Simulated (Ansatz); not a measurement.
**Mn in Ansatz: the effect of functional**

The system is Mn, a sheet with vacuum.

```
CELL_PARAMETERS angstrom
2.61432 0.00000 0.00000
0.00000 2.61432 0.00000
0.00000 0.00000 23.80000
ATOMIC_POSITIONS crystal
Mn 0.00000 0.00000 0.29412
```

The cell was built by a generator and needn't be a form met in nature.

Alike in all runs:

- Program: Ansatz 0.2.0
- Task: work function
- Potentials or basis: all-electron LAPW, scalar-relativistic
- Cutoff: 249 eV (chosen from the basis error)
- Basis error allowed: 0.002 eV/atom
- k mesh: 10 × 10 × 1
- Occupations: fermi-dirac, width 0.05 eV
- Spin: collinear spin, ferromagnetic start
- Starting moments: [4.0] μB

| functional | moment (μB) | work function (eV) |
| --- | --- | --- |
| PBE | 4.32 | 3.67 |
| LDA | ? | ? |
| PBEsol | 4.33 | 3.77 |

Q: What does the run with functional LDA give?

A: Moment 4.24 μB; work function 4.01 eV.
